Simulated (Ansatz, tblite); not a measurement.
# The cluster VH3O4: which isomer is lowest

The task here is to estimate one member of a computed series from the others.

Computed with Ansatz 0.2.0, Gaussian basis. Level: relaxed with r2SCAN-D4/def2-SVP, singlet.

## Where the work starts

8 atoms, charge 0, spin multiplicity 1.

Atoms are counted from 1 here; the program's logs count them from 0.

Bond lengths: V1–O2 1.716 Å, V1–O3 1.876 Å, V1–O4 1.536 Å, V1–O5 1.655 Å, V1–H8 1.576 Å, O2–O3 1.349 Å, O3–H6 0.978 Å, O5–H7 0.956 Å. Angles: O2–V1–O3 43.8°, O2–V1–O4 117.6°, O2–V1–O5 115.3°, O2–V1–H8 95.3°, O3–V1–O4 101.5°, O3–V1–O5 93.2°, O3–V1–H8 138.9°, O4–V1–O5 116.3°, O4–V1–H8 103.1°, O5–V1–H8 104.6°, V1–O2–O3 74.4°, V1–O3–O2 61.8°, V1–O3–H6 107.6°, O2–O3–H6 103.8°, V1–O5–H7 156.6°.

Coordinates:

```xyz
8
charge 0, multiplicity 1
V     0.0385   -0.5557    0.1812
O     0.5803    0.5016    1.4193
O    -0.5320    1.0734    0.9148
O    -1.1570   -1.4673    0.4955
O     0.1107    0.0562   -1.3548
H    -0.1881    1.7908    0.3462
H    -0.1218    0.1370   -2.2783
H     1.2695   -1.5359    0.2760
```

No spin-orbit coupling is included.

A search from random starts with GFN1-xTB found 15 distinct shapes; 3 go on here. The structure above is candidate A, which lies 0.00 eV above the lowest at that level; B lies 1.52 eV above the lowest at that level; C lies 2.15 eV above the lowest at that level.

The first run:

File in.yaml:

```yaml
crystal:
  periodic: [false, false, false]
  atoms:
    - {symbol: V, position_ang: [0.038520, -0.555750, 0.181200]}
    - {symbol: O, position_ang: [0.580270, 0.501620, 1.419290]}
    - {symbol: O, position_ang: [-0.531980, 1.073410, 0.914820]}
    - {symbol: O, position_ang: [-1.157030, -1.467310, 0.495520]}
    - {symbol: O, position_ang: [0.110670, 0.056230, -1.354780]}
    - {symbol: H, position_ang: [-0.188140, 1.790760, 0.346240]}
    - {symbol: H, position_ang: [-0.121840, 0.136960, -2.278280]}
    - {symbol: H, position_ang: [1.269530, -1.535920, 0.275980]}
basis:
  gaussian: {orbitals: def2-SVP}
hamiltonian: {xc: r2scan, dispersion: d4}
scf: {omitted_lower_state_checks: [starts]}
output: {orbitals: {seedname: orbitals}}
relax: {f_tol: 0.02, max_steps: 100}
```

The run is started by

```sh
$ ansatz run in.yaml --threads 4 --pin off --events-out ev --progress --plain --max-ram 3916MiB
```

Steps of the session up to this table: Relaxing candidate A; Relaxing candidate B; Relaxing candidate C; Candidate B, PBE0-D4/def2-TZVP; Candidate B, PBE-D4/def2-TZVP; Candidate B, r2SCAN-D4/def2-TZVP; Candidate B, B97M-V/def2-TZVP; Candidate B, ωB97M-V/def2-TZVP; Candidate B, CCSD(T)/def2-TZVP; Candidate C, PBE0-D4/def2-TZVP; Candidate C, PBE-D4/def2-TZVP; Candidate C, r2SCAN-D4/def2-TZVP; Candidate C, B97M-V/def2-TZVP; Candidate C, ωB97M-V/def2-TZVP; Candidate C, CCSD(T)/def2-TZVP.

One table of the session follows, with a row left open; its other results are not shown here.

It belongs to the step «C against A». 

```
              level  C above A (kJ/mol)
           GFN1-xTB              +250.6
           GFN2-xTB              +172.2
       HF/def2-TZVP                   ?
   PBE-D4/def2-TZVP              +446.6
r2SCAN-D4/def2-TZVP              +472.7
   B97M-V/def2-TZVP              +467.1
  PBE0-D4/def2-TZVP              +474.4
  ωB97M-V/def2-TZVP              +486.1
      MP2/def2-TZVP              +595.0
     CCSD/def2-TZVP              +501.2
  CCSD(T)/def2-TZVP              +501.2
```

**Question.** Estimate the row for HF/def2-TZVP.

As computed: C above A (kJ/mol): +509.0. In the column «C above A (kJ/mol)» it lies between CCSD(T)/def2-TZVP (+501.2) and MP2/def2-TZVP (+595.0).

CCSD(T)/def2-TZVP is no safe reference here (restricted state is unstable towards broken spin symmetry).

Caveats from the session: A random search of this size may have missed the true lowest shape. Only singlets are compared; another spin may lie lower and prefer another shape.
